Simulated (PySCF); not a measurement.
# Solver options tried on ZnH⁺

Aim: find out which solver settings change the answer for ZnH⁺.

The runs use PySCF 2.14.0; method and basis as typed in the scripts.

1 further run of the same task is left out (it didn't finish).

### Step 1. The starting structure

ZnH⁺: 2 atoms, charge 1, spin multiplicity 1.

Bond lengths: Zn1–H2 1.610 Å.

### Step 2. The base run

Contents of input.py:

```python
from pyscf import gto, scf

mol = gto.M(
    atom='Zn 0 0 0; H 0 0 1.61',
    basis='jorge-dzp',
    charge=1,
    spin=0,
    symmetry=True,
    verbose=4,
)
mf = scf.RHF(mol)
mf.kernel()
mf.dip_moment()
print('orbital energies (hartree):', mf.mo_energy[..., max(0, mol.nelec[1]-3):mol.nelec[0]+3].round(4))
```

On the command line:

```
> OMP_NUM_THREADS=1 python input.py
```

Its log is not repeated here.

It gives: E(SCF) = -1777.940026 Eh, 10 cycles.

The bond length is a typed value, not an optimised one. The dipole of an ion depends on the origin.

### Step 3. Initial guess mod_huckel

Variant 1 changes initial guess: minao → mod_huckel.

Contents of input.py:

```python
from pyscf import gto, scf

mol = gto.M(
    atom='Zn 0 0 0; H 0 0 1.61',
    basis='jorge-dzp',
    charge=1,
    spin=0,
    symmetry=True,
    verbose=4,
)
mf = scf.RHF(mol)
mf.init_guess = 'mod_huckel'
mf.kernel()
mf.dip_moment()
print('orbital energies (hartree):', mf.mo_energy[..., max(0, mol.nelec[1]-3):mol.nelec[0]+3].round(4))
```

On the command line:

```
> OMP_NUM_THREADS=1 python input.py
```

### Step 4. Damping 0.8

Variant 2 changes damping: none → 0.8.

Edit input.py of step 2 so:

```diff
@@ -11,2 +11,4 @@
 mf = scf.RHF(mol)
+mf.damp = 0.8
+mf.diis_start_cycle = 8
 mf.kernel()
```

### Step 5. DIIS space 2

Variant 3 changes DIIS space: default → 2.

Edit input.py of step 2 so:

```diff
@@ -11,2 +11,3 @@
 mf = scf.RHF(mol)
+mf.diis_space = 2
 mf.kernel()
```

### Step 6. Initial guess atom

Variant 4 changes initial guess: minao → atom.

Edit input.py of step 2 so:

```diff
@@ -11,2 +11,3 @@
 mf = scf.RHF(mol)
+mf.init_guess = 'atom'
 mf.kernel()
```

### Step 7. Smearing width 0.05 hartree

Variant 5 changes smearing width: none → 0.05 hartree.

Edit input.py of step 2 so:

```diff
@@ -11,2 +11,3 @@
 mf = scf.RHF(mol)
+mf = scf.addons.smearing_(mf, sigma=0.05, method='fermi')
 mf.kernel()
```

What does the calculation give? Wanted: for each run, E(SCF); from base; gap.

As calculated:

```
                        run  E(SCF) (hartree)  from base (eV)  cycles  gap (eV)
                       base      -1777.940026               0      10     11.31
   initial guess mod_huckel      -1777.940026          0.0000       8     11.31
                damping 0.8      -1777.940026          0.0000      15     11.31
               DIIS space 2      -1777.940026          0.0000      14     11.31
         initial guess atom      -1777.940026          0.0000      10     11.31
smearing width 0.05 hartree      -1777.924224         +0.4300      13       n/a
```

Distance from each run's final energy (log10 hartree) by cycle:

```
                        run  cycle 1  cycle 2  cycle 3  cycle 5  cycle 8  cycle 12
                       base     -1.5     -2.1     -2.9     -4.9     -8.7      done
   initial guess mod_huckel     -2.4     -2.9     -3.9     -6.9    -10.7      done
                damping 0.8     -1.5     -1.7     -1.9     -2.2     -3.4      -7.1
               DIIS space 2     -1.5     -2.1     -2.9     -4.5     -6.2      -8.4
         initial guess atom     -1.6     -2.6     -3.2     -5.2     -8.9      done
smearing width 0.05 hartree     -1.3     -2.2     -3.2     -4.1     -6.9      -9.0
```

With initial guess mod_huckel or damping 0.8 or DIIS space 2 or initial guess atom the SCF ends at the base energy. The base needs 10 cycles and the run with damping 0.8 needs 15.
